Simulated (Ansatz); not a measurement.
# BaSr in Ansatz: convergence with ecutrho ratio

Input of the first run (ecutrho ratio 4); the others differ in this setting and in those tied to it:

input.yaml

```yaml
crystal:
  lattice:
    - [3.97178843, 0.0, 0.0]
    - [-1.98589421, 3.43966968, 0.0]
    - [0.0, 0.0, 5.29317088]
  atoms:
    - { symbol: Ba, position: [0.66666667, 0.33333333, 0.5] }
    - { symbol: Sr, position: [0.0, 0.0, 0.0] }
hamiltonian:
  xc: r2scan
  pseudopotentials: { kind: paw }
kpoints:
  mp_grid: { grid: [7, 7, 4] }
scf:
  occupations: { method: gaussian, width: 0.05 }
output:
  forces: true
  stress: true
  eigenvalues: true
basis:
  ecutrho_ratio: 4
```

Potentials or basis: Ansatz PAW.

Launch:

```sh
$ ansatz run input.yaml --threads 2 --pin off --max-ram 5632MiB --backend cpu --events-out ev --progress --plain --runs-dir out
```

The cell was built by a generator and needn't be a form met in nature.

Hardware: 2 threads of Arm Neoverse V2, with other jobs on the host.

```csv
ecutrho ratio,"energy less the tightest run, at zero smearing (meV/atom)",SCF cycles,CPU time (s),peak memory (GiB)
4,0.00,7,7,0.47
5,0.00,7,7.6,0.57
6,0.00,7,7.6,0.6
8,0.00,7,9.2,0.88
10,0.00,7,10,0.99
12,0.00,7,12,1.3
```

Against the tightest run, the energy stays within 1 meV/atom from 4 on. The tightest run that finished is the yardstick and may itself not be fully converged.

 The run has no spin-orbit coupling, so splittings on Ba are missing.
